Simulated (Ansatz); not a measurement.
**C4H11B: a ladder of functionals and wavefunction methods**

An exercise on one series of results from a longer session: the logs are not shown, and one member is left open.

Program: Ansatz 0.2.0, Gaussian basis. Level of theory: functionals in def2-TZVPP, the program's frozen cores in correlated methods. These are calculated values, not measurements.

The runs, in order: LDA (SPW92), PBE-D4, revPBE-D4, BLYP-D4, r2SCAN-D4, B97M-V, PBE0-D4, B3LYP-D4, r2SCANh-D4, r2SCAN0-D4, HSE06-D4, BHLYP-D4, CAM-B3LYP-D4, LC-ωPBE, ωB97X-V, ωB97M-V, B2PLYP, PBE-QIDH; CCSD(T)/def2-SVP; CCSD(T)/def2-TZVPP; MP2/def2-QZVPP; extrapolation to the limit; RPA on PBE.

### The relaxed structure

The geometry comes from an earlier relaxation with PBE0-D4 in a triple-zeta def2 set; it is a stationary point, not always the lowest conformer.

SMILES `BC(C)(C)C`, 16 atoms, charge 0, spin multiplicity 1.

Atoms are counted from 1 here; the program's logs count them from 0.

Bond lengths: B1–C2 1.555 Å, B1–H6 1.199 Å, B1–H7 1.199 Å, C2–C3 1.551 Å, C2–C4 1.525 Å, C2–C5 1.525 Å, C3–H8 1.096 Å, C3–H9 1.094 Å, C3–H10 1.094 Å, C4–H11 1.096 Å, C4–H12 1.093 Å, C4–H13 1.093 Å, C5–H14 1.093 Å, C5–H15 1.096 Å, C5–H16 1.093 Å. Angles: C2–B1–H6 120.4°, C2–B1–H7 120.4°, H6–B1–H7 118.9°, B1–C2–C3 97.5°, B1–C2–C4 114.8°, B1–C2–C5 114.8°, C3–C2–C4 109.0°, C3–C2–C5 109.0°, C4–C2–C5 110.7°, C2–C3–H8 108.5°, C2–C3–H9 112.4°, C2–C3–H10 112.4°, H8–C3–H9 107.4°, H8–C3–H10 107.5°, H9–C3–H10 108.5°, C2–C4–H11 110.9°, C2–C4–H12 111.2°, C2–C4–H13 111.4° and more.

Coordinates:

```xyz
16
C4H11B
B    -0.3551    1.2694   -0.9701
C    -0.0952    0.0076   -0.0992
C     1.0290    0.6020    0.7879
C     0.4550   -1.1931   -0.8611
C    -1.2627   -0.4075    0.7892
H     0.2927    1.4679   -1.9598
H    -1.1248    2.1126   -0.6025
H     1.3534   -0.1666    1.4984
H     0.6887    1.4634    1.3698
H     1.9049    0.9005    0.2049
H     0.7832   -1.9779   -0.1700
H    -0.3055   -1.6293   -1.5147
H     1.3078   -0.9141   -1.4847
H    -2.0869   -0.8128    0.1958
H    -0.9569   -1.1839    1.4997
H    -1.6507    0.4393    1.3607
```

The first run:

Contents of in.yaml:

```yaml
crystal:
  periodic: [false, false, false]
  atoms:
    - {symbol: B, position_ang: [-0.355110, 1.269393, -0.970088]}
    - {symbol: C, position_ang: [-0.095169, 0.007563, -0.099207]}
    - {symbol: C, position_ang: [1.029019, 0.601992, 0.787906]}
    - {symbol: C, position_ang: [0.454963, -1.193140, -0.861071]}
    - {symbol: C, position_ang: [-1.262746, -0.407502, 0.789188]}
    - {symbol: H, position_ang: [0.292703, 1.467854, -1.959770]}
    - {symbol: H, position_ang: [-1.124802, 2.112588, -0.602511]}
    - {symbol: H, position_ang: [1.353372, -0.166564, 1.498372]}
    - {symbol: H, position_ang: [0.688736, 1.463374, 1.369824]}
    - {symbol: H, position_ang: [1.904942, 0.900497, 0.204932]}
    - {symbol: H, position_ang: [0.783188, -1.977934, -0.169981]}
    - {symbol: H, position_ang: [-0.305456, -1.629289, -1.514667]}
    - {symbol: H, position_ang: [1.307841, -0.914073, -1.484693]}
    - {symbol: H, position_ang: [-2.086930, -0.812828, 0.195827]}
    - {symbol: H, position_ang: [-0.956889, -1.183924, 1.499727]}
    - {symbol: H, position_ang: [-1.650662, 0.439293, 1.360710]}
basis:
  gaussian: {orbitals: def2-TZVPP}
hamiltonian: {xc: lda}
output: {orbitals: {seedname: orbitals}}
```

On the command line:

```bash
ansatz run in.yaml --threads 4 --pin off --events-out ev --progress --plain --max-ram 10444MiB
```

Steps of the session up to this table: LDA; PBE-D4 (GGA); revPBE-D4 (GGA); BLYP-D4 (GGA); r2SCAN-D4 (meta-GGA); B97M-V (meta-GGA); B3LYP-D4 (hybrid); r2SCANh-D4 (hybrid); r2SCAN0-D4 (hybrid); HSE06-D4 (hybrid); BHLYP-D4 (hybrid); CAM-B3LYP-D4 (range-separated); LC-ωPBE (range-separated); ωB97X-V (range-separated); ωB97M-V (range-separated); B2PLYP (double hybrid); PBE-QIDH (double hybrid).

One table of the session follows, with a row left open; its other results are not shown here.

It belongs to the step «Frontier levels by functional». 

| functional | HOMO (eV) | gap (eV) |
| --- | --- | --- |
| LDA (SPW92) | -6.89 | 4.43 |
| PBE-D4 | ? | ? |
| revPBE-D4 | -6.77 | 4.73 |
| BLYP-D4 | -6.74 | 4.71 |
| r2SCAN-D4 | -7.05 | 5.30 |
| B97M-V | -7.22 | 5.30 |
| PBE0-D4 | -8.11 | 6.97 |
| B3LYP-D4 | -7.93 | 6.55 |
| r2SCANh-D4 | -7.54 | 6.13 |
| r2SCAN0-D4 | -8.27 | 7.37 |
| HSE06-D4 | -7.70 | 6.18 |
| BHLYP-D4 | -9.38 | 9.26 |
| CAM-B3LYP-D4 | -9.53 | 9.45 |
| LC-ωPBE | -10.84 | 12.01 |
| ωB97X-V | -10.51 | 11.54 |
| ωB97M-V | -10.40 | 11.12 |

Q: Estimate the row for PBE-D4 from the others.

The run gave: HOMO (eV): -6.81; gap (eV): 4.64. In the column «HOMO (eV)» it lies between LDA (SPW92) (-6.89) and revPBE-D4 (-6.77).
